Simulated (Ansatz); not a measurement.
# One shape, several levels: singlet SiH2O2F−

Aim: a comparison of 6 runs (HF/3-21G, B3LYP/6-31G*, BHLYP/aug-cc-pVDZ, BLYP/aug-cc-pVDZ, MP2/aug-cc-pVDZ) of singlet SiH2O2F−. 

Program for the calculation: Ansatz 0.2.0.

38 further runs of the same task are left out: 38 set aside as unsound or not needed.

## 1. Starting point

The species is SiH2O2F− (6 atoms), meant as a singlet with charge -1. As SMILES of the parent species, `O[Si](O)F`. The coordinates come from a PBE0-D4/def2-TZVP relaxation. This is one conformer, not always the lowest. That shape belongs to the parent species and isn't relaxed for this state.

Bond lengths: O1–Si2 1.630 Å, Si2–O3 1.639 Å, Si2–F4 1.594 Å, O1–H5 0.959 Å, O3–H6 0.959 Å. Angles: O1–Si2–O3 107.8°, O1–Si2–F4 105.4°, O3–Si2–F4 111.3°, Si2–O1–H5 117.1°, Si2–O3–H6 117.8°.

## 2. A single-point energy at HF/3-21G (run 1)

File input.yaml:

```yaml
crystal:
  periodic: [false, false, false]
  atoms:
    - {symbol: O, position_ang: [-0.887300, 1.032000, -0.626300]}
    - {symbol: Si, position_ang: [0.382900, 0.026200, -0.446500]}
    - {symbol: O, position_ang: [0.346300, -0.560700, 1.083400]}
    - {symbol: F, position_ang: [0.159400, -1.133900, -1.516300]}
    - {symbol: H, position_ang: [-1.051600, 1.658800, 0.081100]}
    - {symbol: H, position_ang: [1.092300, -1.086600, 1.378500]}
basis:
  gaussian: {orbitals: 3-21G.json}
total_charge: -1
hamiltonian: {xc: hf}
accuracy: high
output: {orbitals: {seedname: orbitals}}
```

The basis set 3-21G is read from a file made from the Basis Set Exchange's data (not shown).

Launch:

```console
ansatz run input.yaml --threads 1 --pin off --max-ram 3480MiB --events-out events.jsonl --progress --plain --runs-dir runs
```

Output:

```text
Warning: RAYON_NUM_THREADS=1 ignored (pool sized by the plan → 1); use --threads N
Functional definition: HF
  name "HF"
  exchange = exact_x
  correlation = 0
922 factors; integrals over basis functions are off by at most 8.2e-9 eV
mean field evaluation 1: about -14595.3685 eV, gradient 2.4e1 eV
mean field evaluation 2: about -14595.7617 eV, gradient 2.6e1 eV
mean field evaluation 4: about -14597.1382 eV, gradient 2.1e0 eV
mean field evaluation 8: about -14597.1597 eV, gradient 2.0e-1 eV
mean field evaluation 16: about -14597.1599 eV, gradient 1.9e-7 eV
mean field -14597.15992762 eV, -536.4357330296 hartree, gradient 1.7e-8 eV, S^2 0.000000; 0 other end points of the search recorded, 0 dependent functions left out
reference -14597.15992762 eV, -536.4357330296 hartree; 21, 21 occupied and 23, 23 virtual orbitals, 922 factors
Total energy: -14597.15992762 eV, -536.4357330296 hartree
```

Wall time 0.26 s (1 thread of Intel Xeon 6975P-C (Granite Rapids), shared host).

## 3. The energy at B3LYP/6-31G(d) (spherical functions) (run 2)

File job.yaml:

```yaml
crystal:
  periodic: [false, false, false]
  atoms:
    - {symbol: O, position_ang: [-0.887300, 1.032000, -0.626300]}
    - {symbol: Si, position_ang: [0.382900, 0.026200, -0.446500]}
    - {symbol: O, position_ang: [0.346300, -0.560700, 1.083400]}
    - {symbol: F, position_ang: [0.159400, -1.133900, -1.516300]}
    - {symbol: H, position_ang: [-1.051600, 1.658800, 0.081100]}
    - {symbol: H, position_ang: [1.092300, -1.086600, 1.378500]}
basis:
  gaussian: {orbitals: 6-31G_st_-spherical.json}
total_charge: -1
hamiltonian: {xc: {name: B3LYP}}
accuracy: high
output: {orbitals: {seedname: orbitals}}
```

The basis set 6-31G* is read from a file made from the Basis Set Exchange's data (not shown).

Launch:

```console
ansatz run job.yaml --threads 1 --pin off --max-ram 3480MiB --events-out events.jsonl --progress --plain --runs-dir runs
```

Output:

```text
Warning: RAYON_NUM_THREADS=1 ignored (pool sized by the plan → 1); use --threads N
Functional definition: B3LYP
  name "B3LYP"
  parameter a0 = 0.2
  parameter ax = 0.72
  parameter ac = 0.81
  exchange = (1 - a0 - ax)*slater_x + ax*b88_x + a0*exact_x
  correlation = (1 - ac)*vwn_rpa_c + ac*lyp_c
1364 factors; integrals over basis functions are off by at most 3.2e-9 eV
mean field evaluation 1: about -14720.3324 eV, gradient 3.9e1 eV
mean field evaluation 2: about -14717.0225 eV, gradient 5.9e1 eV
mean field evaluation 4: about -14722.8982 eV, gradient 1.6e0 eV
mean field evaluation 8: about -14723.0552 eV, gradient 1.2e-1 eV
mean field evaluation 16: about -14723.0552 eV, gradient 4.1e-5 eV
mean field -14723.05520629 eV, -541.0622991860 hartree, gradient 7.7e-8 eV, S^2 0.000000; 0 other end points of the search recorded, 0 dependent functions left out
reference -14723.05523980 eV, -541.0623004174 hartree; 21, 21 occupied and 43, 43 virtual orbitals, 1364 factors
Total energy: -14723.05523980 eV, -541.0623004174 hartree
```

Wall time 2.4 s (1 thread of Intel Xeon 6975P-C (Granite Rapids), shared host); peak memory 0.19 GiB.

Runs 3 to 5 aren't shown in full; the table further down has their settings and results.

## 4. A single-point energy at MP2/aug-cc-pVDZ (run 6)

File in.yaml:

```yaml
crystal:
  periodic: [false, false, false]
  atoms:
    - {symbol: O, position_ang: [-0.887300, 1.032000, -0.626300]}
    - {symbol: Si, position_ang: [0.382900, 0.026200, -0.446500]}
    - {symbol: O, position_ang: [0.346300, -0.560700, 1.083400]}
    - {symbol: F, position_ang: [0.159400, -1.133900, -1.516300]}
    - {symbol: H, position_ang: [-1.051600, 1.658800, 0.081100]}
    - {symbol: H, position_ang: [1.092300, -1.086600, 1.378500]}
basis:
  gaussian:
    orbitals: aug-cc-pVDZ
accuracy: high
total_charge: -1
correlation:
  method: mp2
  frozen_orbitals: {F: 1, H: 0, O: 1, Si: 5}
```

Launch:

```console
ansatz run in.yaml --threads 1 --pin off --max-ram 3480MiB --events-out events.jsonl --progress --plain --runs-dir runs
```

Output:

```text
Warning: RAYON_NUM_THREADS=1 ignored (pool sized by the plan → 1); use --threads N
[... 4 set-up lines as earlier in the session ...]
2266 factors; integrals over basis functions are off by at most 3.4e-9 eV
mean field evaluation 1: about -14676.0154 eV, gradient 2.9e1 eV
mean field evaluation 2: about -14676.0480 eV, gradient 2.9e1 eV
mean field evaluation 4: about -14677.8575 eV, gradient 3.3e0 eV
mean field evaluation 8: about -14677.9032 eV, gradient 2.6e-1 eV
mean field evaluation 16: about -14677.9040 eV, gradient 1.2e-8 eV
mean field -14677.90397900 eV, -539.4030221878 hartree, gradient 2.9e-8 eV, S^2 0.000000; 0 other end points of the search recorded, 0 dependent functions left out; unrestricted orbitals would lower it
8 core orbitals not correlated: weight in the atoms' cores, before any rotation towards them, 1.000 or more for the frozen orbitals, at most 0.000 for the correlated occupied ones
reference -14677.90397900 eV, -539.4030221878 hartree; 13, 13 occupied and 93, 93 virtual orbitals, 2266 factors
second order -19.65052887 eV of doubles, -0.00000000 eV of singles
Total energy: -14697.55450787 eV, -540.1251658041 hartree
```

It took 4.2 s on 1 thread of Intel Xeon 6975P-C (Granite Rapids), shared host; peak memory 0.36 GiB.

## 5. Overview of the runs

| run | level | Cartesian functions | frozen core orbitals | energy (Eh) | HOMO energy (eV) | LUMO energy (eV) | HOMO–LUMO gap (eV) | wall time |
| --- | --- | --- | --- | --- | --- | --- | --- | --- |
| 1 | HF/3-21G | no | – | -536.435733 | 0.06 | 12.12 | 12.05 | 0.26 s |
| 2 | B3LYP/6-31G* (spherical functions) | no | – | -541.062300 | 2.47 | 7.03 | 4.56 | 2.4 s |
| 3 | B3LYP/6-31G* (Cartesian functions) | yes | – | -541.069469 | 2.43 | 6.94 | 4.51 | 2.5 s |
| 4 | BHLYP/aug-cc-pVDZ | no | – | -541.040881 | -0.03 | 3.47 | 3.50 | 6.9 s |
| 5 | BLYP/aug-cc-pVDZ | no | – | -541.119522 | 1.30 | 2.71 | 1.41 | 5.7 s |
| 6 | MP2/aug-cc-pVDZ | no | 8 | -540.125166 | – | – | – | 4.2 s |

## 6. What came out

| quantity | value |
| --- | --- |
| run 6: total energy | -540.12517 Eh |
| run 6: correlation energy (8 core orbitals frozen) | -722.1 mEh |

**Reading.** Over runs 1, 2, 3, 4, 5 the HOMO–LUMO gap runs from 1.41 eV (BLYP/aug-cc-pVDZ) to 12.05 eV (HF/3-21G). The two ends differ in method and basis. The empty levels of an anion lie above zero and hang on the basis. Totals of different functionals can't be ranked against each other. In runs 1, 2, 3, 5 the HOMO lies above zero, so the outermost electron may be held by the basis alone. In run 6 the log says that unrestricted orbitals would lower the reference, so the values rest on an unstable closed-shell determinant (other closed-shell runs at this shape may share the fault). All runs together took 22 s, the longest 6.9 s.
